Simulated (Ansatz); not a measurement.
# C2HBrClF3: small, medium and large basis sets

Aim: see how fast density functionals converge with the basis set for C2HBrClF3.

Method: one geometry, several basis sets; program: Ansatz 0.2.0, Gaussian basis.

The runs, in order: PBE0-D4/def2-SVP; ωB97M-V/def2-SVP; PBE0-D4/def2-QZVPP; ωB97M-V/def2-QZVPP; the functionals' def2-TZVPP values are taken from earlier runs.

### Step 1. The geometry

All runs share one geometry, relaxed beforehand with PBE0-D4 in a triple-zeta def2 set.

SMILES `FC(Cl)C(F)(F)Br`, 8 atoms, charge 0, spin multiplicity 1.

Atoms are counted from 1 here; the program's logs count them from 0.

Bond lengths: F1–C2 1.352 Å, C2–Cl3 1.754 Å, C2–C4 1.537 Å, C2–H8 1.090 Å, C4–F5 1.336 Å, C4–F6 1.327 Å, C4–Br7 1.938 Å. Angles: F1–C2–Cl3 109.9°, F1–C2–C4 107.6°, F1–C2–H8 109.5°, Cl3–C2–C4 111.7°, Cl3–C2–H8 108.7°, C4–C2–H8 109.5°, C2–C4–F5 108.0°, C2–C4–F6 111.3°, C2–C4–Br7 110.8°, F5–C4–F6 108.1°, F5–C4–Br7 108.7°, F6–C4–Br7 109.9°.

Geometry (Å):

```
F    -1.6921    0.5755    0.2947
C    -0.3435    0.6634    0.2665
Cl    0.2714    0.9133    1.8897
C     0.1940   -0.6376   -0.3494
F    -0.3977   -0.8089   -1.5345
F    -0.0946   -1.6869    0.4106
Br    2.1093   -0.5281   -0.6230
H    -0.0468    1.5093   -0.3545
```

### Step 2. PBE0-D4 in def2-SVP

The input, in.yaml:

```yaml
crystal:
  periodic: [false, false, false]
  atoms:
    - {symbol: F, position_ang: [-1.692140, 0.575518, 0.294723]}
    - {symbol: C, position_ang: [-0.343453, 0.663397, 0.266450]}
    - {symbol: Cl, position_ang: [0.271437, 0.913281, 1.889655]}
    - {symbol: C, position_ang: [0.193992, -0.637647, -0.349428]}
    - {symbol: F, position_ang: [-0.397721, -0.808868, -1.534477]}
    - {symbol: F, position_ang: [-0.094563, -1.686864, 0.410577]}
    - {symbol: Br, position_ang: [2.109278, -0.528098, -0.623040]}
    - {symbol: H, position_ang: [-0.046841, 1.509291, -0.354453]}
basis:
  gaussian: {orbitals: def2-SVP}
hamiltonian: {xc: pbe0, dispersion: d4}
output: {orbitals: {seedname: orbitals}}
```

Run with:

```sh
> ansatz run in.yaml --threads 2 --pin off --events-out ev --progress --plain --max-ram 22528MiB --backend cpu
```

The runs that follow: ωB97M-V in def2-SVP; PBE0-D4 in def2-QZVPP; ωB97M-V in def2-QZVPP.

Q: Predict the results of all the runs planned. Wanted: PBE0-D4: double and triple zeta above quadruple; ωB97M-V: double and triple zeta above quadruple.

The runs gave:

```
                                       quantity           value
PBE0-D4: double and triple zeta above quadruple  27.49, 2.31 eV
ωB97M-V: double and triple zeta above quadruple  27.55, 2.21 eV
```

**Reading.** For PBE0-D4 the step from double to triple zeta gains 25.18 eV and the next only 2.31 eV. Total energies overstate the basis error of differences, where much of it tends to cancel. The LUMO of ωB97M-V is positive and keeps falling with the basis (1.67 to 1.08 eV): an unbound level that the basis holds in place.
